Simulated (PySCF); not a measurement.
# C6H7NO: the cost of one run

The runs use PySCF 2.14.0, with density-fitted response routines of our own; the level of theory stands in each step. All values are computed, except where a source is named. Atoms are numbered from 0 throughout.

## Step 1: Starting geometry

15 atoms, charge 0, multiplicity 1; geometry from: GFN2-xTB. The atoms were then displaced at random by about 0.01 Å, so the start is not that level's minimum.

Bonds of the start (Å): C0–O1 1.44, O1–C2 1.37, C2–C3 1.36, C3–C4 1.42, C4–N5 1.31, N5–C6 1.33, C6–C7 1.39, C7–C2 1.38, C0–H8 1.06, C0–H9 1.08, C0–H10 1.09, C3–H11 1.07, C4–H12 1.11, C6–H13 1.09, C7–H14 1.08.

## Step 2: Geometry optimisation at PBE0-D3(BJ)/def2-TZVP

Job settings and geometry (Å):

```
{"job": {"xc": "PBE0", "basis": "def2-TZVP", "d3": "d3bj", "grid": 2, "shake": 0.01, "kind": "geom"}, "charge": 0, "multiplicity": 1}
C      2.494510    -0.087190     0.187770
O      1.409130     0.857710     0.086430
C      0.128650     0.389970    -0.005530
C     -0.836280     1.349070    -0.083470
C     -2.178970     0.906810    -0.182500
N     -2.532480    -0.358830    -0.186350
C     -1.554960    -1.262820    -0.103210
C     -0.201010    -0.946190    -0.013950
H      2.524580    -0.698340    -0.681770
H      3.378450     0.534520     0.257210
H      2.375650    -0.684670     1.089830
H     -0.609030     2.394850    -0.064640
H     -3.018170     1.633340    -0.250060
H     -1.903200    -2.291220    -0.108720
H      0.507770    -1.754390     0.051710
```

On the command line:

```
> OMP_NUM_THREADS=2 python probes_run.py task.json out
```

The driver reads the jobs from task.json and runs them one after another.

Q: Estimate the wall time and peak memory of this first job on 2 threads of AMD EPYC, shared host.

About 7.2 min, with a peak of 1.8 GiB.
